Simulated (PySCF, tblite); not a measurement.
# C6H13NSi: geometry, infrared bands and NMR shifts

Wanted: the infrared bands and NMR shifts of C6H13NSi (`C=CC[C@H](C)[SiH2]N=C`), by calculation.

Programs: tblite 0.8.0 and PySCF 2.14.0, with density-fitted response routines of our own. Each step states its level of theory. These are calculated values for one molecule in the gas phase, unless marked as measured. Atoms count from 0, in the outputs and in this text.

## 1. The molecule as given

21 atoms, charge 0, multiplicity 1; geometry from: force field or distance geometry start.

Bonds of the start (Å): C0–C1 1.33, C1–C2 1.48, C2–C3 1.51, C3–C4 1.51, C3–Si5 1.86, Si5–N6 1.79, N6–C7 1.30, C0–H8 1.09, C0–H9 1.08, C1–H10 1.11, C2–H11 1.12, C2–H12 1.13, C3–H13 1.11, C4–H14 1.12, C4–H15 1.10, C4–H16 1.11, Si5–H17 1.48, Si5–H18 1.45, C7–H19 1.09, C7–H20 1.08.

## 2. Geometry optimisation with GFN2-xTB

The job: settings as JSON, then the geometry in Å.

```
{"job": {"kind": "relax", "xc": "GFN2-xTB", "basis": "xTB"}, "charge": 0, "multiplicity": 1}
C     -1.808200    -1.998500    -0.265200
C     -1.762900    -0.883400     0.451400
C     -1.496200     0.459600    -0.108500
C     -0.254800     1.123500     0.442400
C     -0.106900     2.480800    -0.201000
Si     1.221500     0.130700    -0.096000
N      1.939800    -0.756200     1.280900
C      2.760200    -1.700200     0.942600
H     -2.003400    -2.923600     0.279200
H     -1.690600    -2.022200    -1.338100
H     -1.907700    -0.974600     1.548500
H     -1.332600     0.333300    -1.209500
H     -2.405900     1.117600     0.004400
H     -0.310200     1.176700     1.546900
H      0.592500     2.378700    -1.065700
H     -1.069700     2.910000    -0.526700
H      0.414000     3.154100     0.514000
H      2.283700     0.965300    -0.691400
H      0.778900    -0.813700    -1.109600
H      2.893200    -1.820100    -0.131500
H      3.256300    -2.320900     1.673400
```

Started as:

```console
> OMP_NUM_THREADS=1 python probes_run.py task.json out
```

One launch serves the whole session: the jobs run in the order shown.

**Question.** This job is followed by: GFN2-xTB harmonic vibrations, gas phase; GIAO PBE0/pcSseg-1 NMR shielding, non-relativistic, gas phase. What will the session give for the following? strongest single infrared mode (GFN2-xTB); zero-point energy (GFN2-xTB); ¹³C shifts against TMS (PBE0/pcSseg-1); ¹H shifts against TMS (PBE0/pcSseg-1, means over atoms taken as alike); ²⁹Si shifts against TMS (PBE0/pcSseg-1); ¹⁵N shifts against NH3 (PBE0/pcSseg-1).

As calculated:

```
                                                              quantity                                                                 value
                             strongest single infrared mode (GFN2-xTB)                                                 2184 cm⁻¹, 344 km/mol
                                          zero-point energy (GFN2-xTB)                                                        107.3 kcal/mol
                                ¹³C shifts against TMS (PBE0/pcSseg-1)                             175.1, 150.4, 121.7, 47.1, 20.0, 19.4 ppm
¹H shifts against TMS (PBE0/pcSseg-1, means over atoms taken as alike)  8.76, 8.59, 6.00, 5.38, 4.96, 4.96, 4.77, 2.56, 2.04, 1.30, 1.21 ppm
                               ²⁹Si shifts against TMS (PBE0/pcSseg-1)                                                             -24.8 ppm
                                ¹⁵N shifts against NH3 (PBE0/pcSseg-1)                                                             422.1 ppm
```

The optimisation took 191 steps and gained 0.815 eV; among the close pairs (by a distance rule), Si5–N6 changed most, from 1.788 to 1.721 Å. All 57 modes are real, so the xTB geometry is a minimum. The strongest single mode, at 2184 cm⁻¹, moves mainly H18. GFN2-xTB is a fitted tight-binding method: band positions and strengths are rough. Its intensities can rank the bands wrongly. At PBE0/pcSseg-1: Shielding is most anisotropic at N6 (span 848 ppm, paramagnetic term -486 ppm).
